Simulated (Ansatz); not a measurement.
Crystal: BiS.

```
Bi S
1.0
     2.10927    1.21779    3.50049
    -2.10927    1.21779    3.50049
     0.00000   -2.43558    3.50049
Bi S
1 1
Cartesian
  0.0000 0.0000 0.0000
  0.0000 0.0000 5.2507
```

The cell was built by a generator and needn't be a form met in nature.

| Item | Value |
| --- | --- |
| Program | Ansatz 0.2.0 |
| Task | relaxation of cell and atoms |
| Functional | PBEsol0 |
| Potentials or basis | Ansatz PAW |
| Cutoff | 420 eV (not typed: the program's choice for these potentials) |
| k mesh | 4 × 4 × 4 |
| Occupations | fermi-dirac, width 0.05 eV |
| Spin | no spin polarisation |

At the start: volume 26.97 Å³/atom.

**Question.** Where does the relaxation end?

**Answer.** It ends after 6 steps and the volume is 24.86 Å³/atom (-7.8 %); space group R-3m (No. 166, to 0.05 Å).

The path:
```csv
step,energy change (eV),largest force (eV/Å),volume (Å³)
1,0.0000,0.0000,53.95
2,-0.0232,0.0000,46.61
3,-0.0757,0.0000,50.18
4,-0.0767,0.0000,49.76
5,-0.0768,0.0000,49.72
6,-0.0760,0.0000,49.72
```

Final structure:
```cif
data_structure
_symmetry_space_group_name_H-M 'P 1'
_symmetry_Int_Tables_number 1
_cell_length_a 4.1628
_cell_length_b 4.1628
_cell_length_c 4.1628
_cell_angle_alpha 58.892
_cell_angle_beta 58.892
_cell_angle_gamma 58.892
_cell_volume 49.72
loop_
_atom_site_label
_atom_site_type_symbol
_atom_site_fract_x
_atom_site_fract_y
_atom_site_fract_z
_atom_site_occupancy
Bi1 Bi 0.00000 0.00000 0.00000 1
S1 S 0.50000 0.50000 0.50000 1
```

Caveat: the k mesh is coarse (spacing up to 0.46 Å⁻¹), so the values aren't converged, least of all with exact exchange; the plane-wave basis is chosen anew once the cell has moved, so the energies of steps on either side of that aren't comparable; the PAW data sets come from PBE, with cores solved anew for the run's functional, which leaves a small shift of forces and pressure.
